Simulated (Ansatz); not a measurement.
# C2H6ClNSi: a ladder of functionals and wavefunction methods

An exercise on one series of results from a longer session: the logs are not shown, and one member is left open.

Method: functionals in def2-TZVPP, the program's frozen cores in correlated methods; program: Ansatz 0.2.0, Gaussian basis.

Plan: LDA (SPW92), PBE-D4, revPBE-D4, BLYP-D4, r2SCAN-D4, B97M-V, PBE0-D4, B3LYP-D4, r2SCANh-D4, r2SCAN0-D4, HSE06-D4, BHLYP-D4, CAM-B3LYP-D4, LC-ωPBE, ωB97X-V, ωB97M-V, B2PLYP, PBE-QIDH; CCSD(T)/def2-SVP; CCSD(T)/def2-TZVPP; MP2/def2-QZVPP; extrapolation to the limit; RPA on PBE.

### Structure used throughout

An earlier PBE0-D4 in a triple-zeta def2 set relaxation fixed the geometry.

SMILES `CN(C)[Si]Cl`, 11 atoms, charge 0, spin multiplicity 1.

Atoms are counted from 1 here; the program's logs count them from 0.

Bond lengths: C1–N2 1.451 Å, C1–H6 1.096 Å, C1–H7 1.094 Å, C1–H8 1.096 Å, N2–C3 1.445 Å, N2–Si4 1.710 Å, C3–H9 1.088 Å, C3–H10 1.096 Å, C3–H11 1.096 Å, Si4–Cl5 2.109 Å. Angles: N2–C1–H6 111.0°, N2–C1–H7 110.3°, N2–C1–H8 111.0°, H6–C1–H7 108.2°, H6–C1–H8 108.1°, H7–C1–H8 108.2°, C1–N2–C3 112.7°, C1–N2–Si4 115.8°, C3–N2–Si4 131.5°, N2–C3–H9 110.6°, N2–C3–H10 110.5°, N2–C3–H11 110.5°, H9–C3–H10 108.8°, H9–C3–H11 108.8°, H10–C3–H11 107.7°, N2–Si4–Cl5 101.6°.

The first run:

Input file in.yaml:

```yaml
crystal:
  periodic: [false, false, false]
  atoms:
    - {symbol: C, position_ang: [-0.222325, 1.314360, -0.479703]}
    - {symbol: N, position_ang: [0.026405, -0.107952, -0.337815]}
    - {symbol: C, position_ang: [0.092983, -0.526892, 1.043027]}
    - {symbol: Si, position_ang: [0.185353, -0.985219, -1.797320]}
    - {symbol: Cl, position_ang: [0.521073, -2.941376, -1.083060]}
    - {symbol: H, position_ang: [0.573613, 1.900574, -0.006641]}
    - {symbol: H, position_ang: [-0.265529, 1.587505, -1.537867]}
    - {symbol: H, position_ang: [-1.174316, 1.594221, -0.014533]}
    - {symbol: H, position_ang: [0.286677, -1.595242, 1.109208]}
    - {symbol: H, position_ang: [0.891600, 0.009859, 1.568295]}
    - {symbol: H, position_ang: [-0.850034, -0.306837, 1.557010]}
basis:
  gaussian: {orbitals: def2-TZVPP}
hamiltonian: {xc: lda}
output: {orbitals: {seedname: orbitals}}
```

Run with:

```sh
ansatz run in.yaml --threads 4 --pin off --events-out ev --progress --plain --max-ram 10444MiB
```

Steps of the session up to this table: LDA; PBE-D4 (GGA); revPBE-D4 (GGA); BLYP-D4 (GGA); r2SCAN-D4 (meta-GGA); B97M-V (meta-GGA); PBE0-D4 (hybrid); B3LYP-D4 (hybrid); r2SCANh-D4 (hybrid); r2SCAN0-D4 (hybrid); HSE06-D4 (hybrid); BHLYP-D4 (hybrid); CAM-B3LYP-D4 (range-separated); LC-ωPBE (range-separated); ωB97X-V (range-separated); ωB97M-V (range-separated); B2PLYP (double hybrid); PBE-QIDH (double hybrid).

One of the session's tables, all rows but one given; the rest of the session is left out.

It belongs to the step «Orbital energies across the functionals». 

```
  functional  HOMO (eV)  LUMO (eV)  gap (eV)
 LDA (SPW92)      -5.95      -2.37      3.59
      PBE-D4      -5.84      -2.21      3.63
   revPBE-D4      -5.80      -2.15      3.64
     BLYP-D4      -5.71      -2.06      3.65
   r2SCAN-D4      -6.05      -2.13      3.92
      B97M-V      -6.17      -2.12      4.05
     PBE0-D4      -6.95      -1.45      5.50
    B3LYP-D4          ?          ?         ?
  r2SCANh-D4      -6.46      -1.84      4.62
  r2SCAN0-D4      -7.08      -1.40      5.68
    HSE06-D4      -6.55      -1.83      4.73
    BHLYP-D4      -7.94      -0.57      7.38
CAM-B3LYP-D4      -8.24      -0.38      7.86
     LC-ωPBE      -9.54       0.65     10.18
     ωB97X-V      -9.22       0.58      9.79
     ωB97M-V      -9.06       0.48      9.55
```

**Question.** Estimate the row for B3LYP-D4.

Worked estimate for «HOMO (eV)». Against the share of exact exchange, BLYP-D4 (0, -5.71), BHLYP-D4 (0.5, -7.94) give a slope of -4.46 per unit share; at 0.2 the line stands at -6.60.

The run gave: HOMO (eV): -6.76; LUMO (eV): -1.62; gap (eV): 5.14. In «HOMO (eV)» the line misses by +0.16.
